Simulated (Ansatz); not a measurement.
**C2H4AlFO (SMILES C=C[O][AlH][F]) at 6 levels**

Wanted: a comparison of 6 runs (HF/STO-3G, HF/6-31G, HF/def2-SVP, B3LYP/6-31G*, B3LYP/cc-pVDZ, PBE0/def2-SVP) of C2H4AlFO. 

The calculation is run with Ansatz 0.2.0.

4 further runs of the same task are left out: 1 that didn't finish, 3 set aside as unsound or not needed.

## Step 1: The structure to begin with

The species is C2H4AlFO (9 atoms), meant as a singlet with charge 0. As SMILES, `C=C[O][AlH][F]`. Geometry: relaxed at PBE0-D4/def2-TZVP. This is one conformer, not always the lowest.

Bond lengths: C1–C2 1.325 Å, C2–O3 1.346 Å, O3–Al4 1.684 Å, Al4–F5 1.640 Å, C1–H6 1.083 Å, C1–H7 1.081 Å, C2–H8 1.090 Å, Al4–H9 1.565 Å. Angles: C1–C2–O3 123.2°, C2–O3–Al4 137.8°, O3–Al4–F5 116.4°, C1–C2–H8 121.1°, O3–C2–H8 115.7°, C2–C1–H6 121.4°, C2–C1–H7 119.7°, O3–Al4–H9 123.2°, F5–Al4–H9 120.5°, H6–C1–H7 119.0°.

## Step 2: Energy and forces at HF/STO-3G (run 1)

Contents of molecule.yaml:

```yaml
basis:
  gaussian:
    orbitals: STO-3G
crystal:
  periodic: [false, false, false]
  atoms:
    - {symbol: C, position_ang: [-1.562000, -0.360100, 1.103900]}
    - {symbol: C, position_ang: [-0.728000, -0.312900, 0.075500]}
    - {symbol: O, position_ang: [0.490300, 0.256500, 0.139600]}
    - {symbol: Al, position_ang: [1.800800, 0.519300, -0.884800]}
    - {symbol: F, position_ang: [3.087600, 1.301600, -0.235000]}
    - {symbol: H, position_ang: [-1.297700, 0.065300, 2.064100]}
    - {symbol: H, position_ang: [-2.527700, -0.832200, 0.988500]}
    - {symbol: H, position_ang: [-0.999000, -0.743100, -0.888800]}
    - {symbol: H, position_ang: [1.824300, 0.059200, -2.380300]}
magnetization:
  spin_polarized: false
  initial_magnetization: 0
hamiltonian:
  xc: hf
accuracy: high
output: {forces: true, orbitals: {seedname: orbitals}}
```

Launch:

```sh
ansatz run molecule.yaml --threads 1 --pin off --max-ram 2610MiB --events-out events.jsonl --progress --plain --runs-dir runs
```

Standard output:

```text
Warning: RAYON_NUM_THREADS=1 ignored (pool sized by the plan → 1); use --threads N
Functional definition: HF
  name "HF"
  exchange = exact_x
  correlation = 0
645 factors; integrals over basis functions are off by at most 3.4e-8 eV
mean field evaluation 1: about -13277.8433 eV, gradient 2.8e1 eV
mean field evaluation 2: about -13277.9657 eV, gradient 2.8e1 eV
mean field evaluation 4: about -13280.9414 eV, gradient 1.7e0 eV
mean field evaluation 8: about -13280.9549 eV, gradient 6.7e-2 eV
mean field -13280.95493437 eV, -488.0660916837 hartree, gradient 2.3e-8 eV, S^2 0.000000; 0 other end points of the search recorded, 0 dependent functions left out
the calculation of the forces begins
reference -13280.95493437 eV, -488.0660916837 hartree; 23, 23 occupied and 10, 10 virtual orbitals, 645 factors
Total energy: -13280.95493437 eV, -488.0660916837 hartree
Atom 0 at    -1.562000    -0.360100     1.103900 Å, force     0.181942    -0.109658    -0.591652 eV/Å
Atom 1 at    -0.728000    -0.312900     0.075500 Å, force    -0.176824    -0.028501     0.157815 eV/Å
Atom 2 at     0.490300     0.256500     0.139600 Å, force     1.817131     0.839452     0.076818 eV/Å
Atom 3 at     1.800800     0.519300    -0.884800 Å, force    -0.041036    -0.431499    -1.332404 eV/Å
Atom 4 at     3.087600     1.301600    -0.235000 Å, force    -1.278765    -0.689530    -0.363395 eV/Å
Atom 5 at    -1.297700     0.065300     2.064100 Å, force    -0.151661    -0.129986    -0.197532 eV/Å
Atom 6 at    -2.527700    -0.832200     0.988500 Å, force     0.119249     0.120525     0.207562 eV/Å
Atom 7 at    -0.999000    -0.743100    -0.888800 Å, force    -0.338488    -0.198404    -0.146259 eV/Å
Atom 8 at     1.824300     0.059200    -2.380300 Å, force    -0.131549     0.627602     2.189047 eV/Å
Dipole moment:     0.063259    -0.077477    -0.329638 e Å
```

Wall time 0.5 s (1 thread of AMD EPYC 9R45 (Zen 5), shared host).

## Step 3: Energy and forces at HF/6-31G (run 2)

Contents of in.yaml:

```yaml
crystal:
  periodic: [false, false, false]
  atoms:
    - {symbol: C, position_ang: [-1.562000, -0.360100, 1.103900]}
    - {symbol: C, position_ang: [-0.728000, -0.312900, 0.075500]}
    - {symbol: O, position_ang: [0.490300, 0.256500, 0.139600]}
    - {symbol: Al, position_ang: [1.800800, 0.519300, -0.884800]}
    - {symbol: F, position_ang: [3.087600, 1.301600, -0.235000]}
    - {symbol: H, position_ang: [-1.297700, 0.065300, 2.064100]}
    - {symbol: H, position_ang: [-2.527700, -0.832200, 0.988500]}
    - {symbol: H, position_ang: [-0.999000, -0.743100, -0.888800]}
    - {symbol: H, position_ang: [1.824300, 0.059200, -2.380300]}
basis:
  gaussian:
    orbitals: 6-31G
hamiltonian:
  xc: hf
accuracy: high
output: {forces: true, orbitals: {seedname: orbitals}}
```

Launch:

```sh
ansatz run in.yaml --threads 1 --pin off --max-ram 2610MiB --events-out events.jsonl --progress --plain --runs-dir runs
```

Standard output:

```text
Warning: RAYON_NUM_THREADS=1 ignored (pool sized by the plan → 1); use --threads N
[... 4 set-up lines as earlier in the session ...]
1373 factors; integrals over basis functions are off by at most 5.2e-9 eV
mean field evaluation 1: about -13445.6797 eV, gradient 4.1e1 eV
mean field evaluation 2: about -13445.6919 eV, gradient 4.1e1 eV
mean field evaluation 4: about -13449.2969 eV, gradient 2.8e0 eV
mean field evaluation 8: about -13449.3274 eV, gradient 3.0e-4 eV
mean field -13449.32739763 eV, -494.2536655815 hartree, gradient 1.8e-8 eV, S^2 0.000000; 0 other end points of the search recorded, 0 dependent functions left out
the calculation of the forces begins
reference -13449.32739763 eV, -494.2536655815 hartree; 23, 23 occupied and 34, 34 virtual orbitals, 1373 factors
Total energy: -13449.32739763 eV, -494.2536655815 hartree
Atom 0 at    -1.562000    -0.360100     1.103900 Å, force    -0.036002    -0.049247    -0.094814 eV/Å
Atom 1 at    -0.728000    -0.312900     0.075500 Å, force    -1.187939    -0.399325     0.422161 eV/Å
Atom 2 at     0.490300     0.256500     0.139600 Å, force     0.104630    -0.081883    -0.394087 eV/Å
Atom 3 at     1.800800     0.519300    -0.884800 Å, force    -0.399915    -0.318190    -0.463770 eV/Å
Atom 4 at     3.087600     1.301600    -0.235000 Å, force     1.200480     0.697101     0.508315 eV/Å
Atom 5 at    -1.297700     0.065300     2.064100 Å, force    -0.124179    -0.183744    -0.404604 eV/Å
Atom 6 at    -2.527700    -0.832200     0.988500 Å, force     0.307747     0.182332     0.134902 eV/Å
Atom 7 at    -0.999000    -0.743100    -0.888800 Å, force     0.147686     0.202523     0.423309 eV/Å
Atom 8 at     1.824300     0.059200    -2.380300 Å, force    -0.012508    -0.049568    -0.131412 eV/Å
Dipole moment:    -0.324707    -0.293050    -0.459282 e Å
```

Wall time 1.6 s (1 thread of AMD EPYC 9R45 (Zen 5), shared host).

Run 3 isn't shown in full; the table further down has it.

## Step 4: Energy and gradient at B3LYP/6-31G(d) (Cartesian functions) (run 4)

Contents of run.yaml:

```yaml
crystal:
  periodic: [false, false, false]
  atoms:
    - {symbol: C, position_ang: [-1.562000, -0.360100, 1.103900]}
    - {symbol: C, position_ang: [-0.728000, -0.312900, 0.075500]}
    - {symbol: O, position_ang: [0.490300, 0.256500, 0.139600]}
    - {symbol: Al, position_ang: [1.800800, 0.519300, -0.884800]}
    - {symbol: F, position_ang: [3.087600, 1.301600, -0.235000]}
    - {symbol: H, position_ang: [-1.297700, 0.065300, 2.064100]}
    - {symbol: H, position_ang: [-2.527700, -0.832200, 0.988500]}
    - {symbol: H, position_ang: [-0.999000, -0.743100, -0.888800]}
    - {symbol: H, position_ang: [1.824300, 0.059200, -2.380300]}
basis:
  gaussian:
    orbitals: "6-31G*"
hamiltonian:
  xc: {name: B3LYP}
accuracy: high
output: {forces: true, orbitals: {seedname: orbitals}}
```

Launch:

```sh
ansatz run run.yaml --threads 1 --pin off --max-ram 2610MiB --events-out events.jsonl --progress --plain --runs-dir runs
```

Standard output:

```text
Warning: RAYON_NUM_THREADS=1 ignored (pool sized by the plan → 1); use --threads N
Functional definition: B3LYP
  name "B3LYP"
  parameter a0 = 0.2
  parameter ax = 0.72
  parameter ac = 0.81
  exchange = (1 - a0 - ax)*slater_x + ax*b88_x + a0*exact_x
  correlation = (1 - ac)*vwn_rpa_c + ac*lyp_c
1890 factors; integrals over basis functions are off by at most 8.4e-9 eV
mean field evaluation 1: about -13494.5904 eV, gradient 6.4e1 eV
mean field evaluation 2: about -13480.8652 eV, gradient 1.1e2 eV
mean field evaluation 4: about -13502.1836 eV, gradient 7.0e0 eV
mean field evaluation 8: about -13502.4108 eV, gradient 8.0e-1 eV
mean field evaluation 16: about -13502.4125 eV, gradient 4.1e-5 eV
mean field -13502.41251820 eV, -496.2045077798 hartree, gradient 5.4e-8 eV, S^2 0.000000; 0 other end points of the search recorded, 0 dependent functions left out
the calculation of the forces begins
reference -13502.41256054 eV, -496.2045093358 hartree; 23, 23 occupied and 64, 64 virtual orbitals, 1890 factors
Total energy: -13502.41256054 eV, -496.2045093358 hartree
Atom 0 at    -1.562000    -0.360100     1.103900 Å, force    -0.228550    -0.017262     0.273461 eV/Å
Atom 1 at    -0.728000    -0.312900     0.075500 Å, force    -0.193514    -0.175535    -0.278281 eV/Å
Atom 2 at     0.490300     0.256500     0.139600 Å, force     0.080852     0.136155     0.320148 eV/Å
Atom 3 at     1.800800     0.519300    -0.884800 Å, force     0.226893    -0.012149    -0.375255 eV/Å
Atom 4 at     3.087600     1.301600    -0.235000 Å, force     0.225486     0.135020     0.111203 eV/Å
Atom 5 at    -1.297700     0.065300     2.064100 Å, force    -0.009006     0.024720     0.087302 eV/Å
Atom 6 at    -2.527700    -0.832200     0.988500 Å, force    -0.107299    -0.037876     0.031653 eV/Å
Atom 7 at    -0.999000    -0.743100    -0.888800 Å, force    -0.000185    -0.028586    -0.091142 eV/Å
Atom 8 at     1.824300     0.059200    -2.380300 Å, force     0.005324    -0.024487    -0.079088 eV/Å
Dipole moment:    -0.177183    -0.164525    -0.264224 e Å
```

Run time: 5.1 s. Hardware: 1 thread of AMD EPYC 9R45 (Zen 5), shared host.

Run 5 isn't shown in full; the table further down has it.

## Step 5: Energy and gradient at PBE0/def2-SVP (run 6)

Contents of input.yaml:

```yaml
basis:
  gaussian:
    orbitals: def2-SVP
crystal:
  periodic: [false, false, false]
  atoms:
    - {symbol: C, position_ang: [-1.562000, -0.360100, 1.103900]}
    - {symbol: C, position_ang: [-0.728000, -0.312900, 0.075500]}
    - {symbol: O, position_ang: [0.490300, 0.256500, 0.139600]}
    - {symbol: Al, position_ang: [1.800800, 0.519300, -0.884800]}
    - {symbol: F, position_ang: [3.087600, 1.301600, -0.235000]}
    - {symbol: H, position_ang: [-1.297700, 0.065300, 2.064100]}
    - {symbol: H, position_ang: [-2.527700, -0.832200, 0.988500]}
    - {symbol: H, position_ang: [-0.999000, -0.743100, -0.888800]}
    - {symbol: H, position_ang: [1.824300, 0.059200, -2.380300]}
hamiltonian:
  xc: pbe0
accuracy: high
output: {forces: true, orbitals: {seedname: orbitals}}
```

Launch:

```sh
ansatz run input.yaml --threads 1 --pin off --max-ram 2610MiB --events-out events.jsonl --progress --plain --runs-dir runs
```

Standard output:

```text
Warning: RAYON_NUM_THREADS=1 ignored (pool sized by the plan → 1); use --threads N
Functional definition: PBE0
  name "PBE0"
  parameter a = 0.25
  parameter kappa = 0.804
  parameter beta = 0.06672455060314922
  exchange = (1 - a)*pbe_x(kappa = kappa, mu = beta*pi^2/3) + a*exact_x
  correlation = pbe_c(beta = beta)
2093 factors; integrals over basis functions are off by at most 4.5e-9 eV
mean field evaluation 1: about -13477.3513 eV, gradient 5.9e1 eV
mean field evaluation 2: about -13470.0679 eV, gradient 8.6e1 eV
mean field evaluation 4: about -13484.1881 eV, gradient 4.4e0 eV
mean field evaluation 8: about -13484.4438 eV, gradient 3.3e-1 eV
mean field evaluation 16: about -13484.4440 eV, gradient 3.7e-5 eV
mean field -13484.44400193 eV, -495.5441769865 hartree, gradient 7.1e-8 eV, S^2 0.000000; 0 other end points of the search recorded, 0 dependent functions left out
the calculation of the forces begins
reference -13484.44400496 eV, -495.5441770980 hartree; 23, 23 occupied and 71, 71 virtual orbitals, 2093 factors
Total energy: -13484.44400496 eV, -495.5441770980 hartree
Atom 0 at    -1.562000    -0.360100     1.103900 Å, force    -0.172767    -0.039633     0.124567 eV/Å
Atom 1 at    -0.728000    -0.312900     0.075500 Å, force     0.453479     0.210007     0.015627 eV/Å
Atom 2 at     0.490300     0.256500     0.139600 Å, force    -0.368006    -0.113768     0.171558 eV/Å
Atom 3 at     1.800800     0.519300    -0.884800 Å, force    -0.020250    -0.141829    -0.436597 eV/Å
Atom 4 at     3.087600     1.301600    -0.235000 Å, force     0.419067     0.255106     0.216805 eV/Å
Atom 5 at    -1.297700     0.065300     2.064100 Å, force     0.102398     0.139796     0.290634 eV/Å
Atom 6 at    -2.527700    -0.832200     0.988500 Å, force    -0.322861    -0.154219    -0.028448 eV/Å
Atom 7 at    -0.999000    -0.743100    -0.888800 Å, force    -0.095160    -0.140578    -0.307648 eV/Å
Atom 8 at     1.824300     0.059200    -2.380300 Å, force     0.004101    -0.014882    -0.046498 eV/Å
Dipole moment:    -0.178662    -0.171773    -0.284793 e Å
```

It took 5.1 s on 1 thread of AMD EPYC 9R45 (Zen 5), shared host.

## Step 6: The series

```tsv
run	level	Cartesian functions	energy (Eh)	dipole moment (D)	HOMO energy (eV)	LUMO energy (eV)	wall time
1	HF/STO-3G	no	-488.066092	1.65	-6.57	8.73	0.5 s
2	HF/6-31G	no	-494.253666	3.05	-9.38	1.75	1.6 s
3	HF/def2-SVP	no	-494.107970	2.17	-9.48	2.18	2.6 s
4	B3LYP/6-31G* (Cartesian functions)	yes	-496.204509	1.72	-6.41	-0.76	5.1 s
5	B3LYP/cc-pVDZ	no	-496.224466	1.86	-6.59	-0.96	6 s
6	PBE0/def2-SVP	no	-495.544177	1.81	-6.88	-0.59	5.1 s
```

## Step 7: What came out

```
                       quantity          value
            run 6: total energy  -495.54418 Eh
           run 6: dipole moment         1.81 D
             run 6: HOMO energy       -6.88 eV
             run 6: LUMO energy       -0.59 eV
           run 6: HOMO–LUMO gap        6.29 eV
run 6: largest force on an atom     0.536 eV/Å
```

What this shows: The dipole moment (its size) runs from 1.65 D (HF/STO-3G) to 3.05 D (HF/6-31G). The HOMO–LUMO gap runs from 5.63 eV (B3LYP/cc-pVDZ) to 15.31 eV (HF/STO-3G). The two ends differ in method and basis. Totals of different functionals can't be ranked against each other. In run 1 the basis is minimal, so the values are rough. All runs together took 21 s, the longest 6 s.
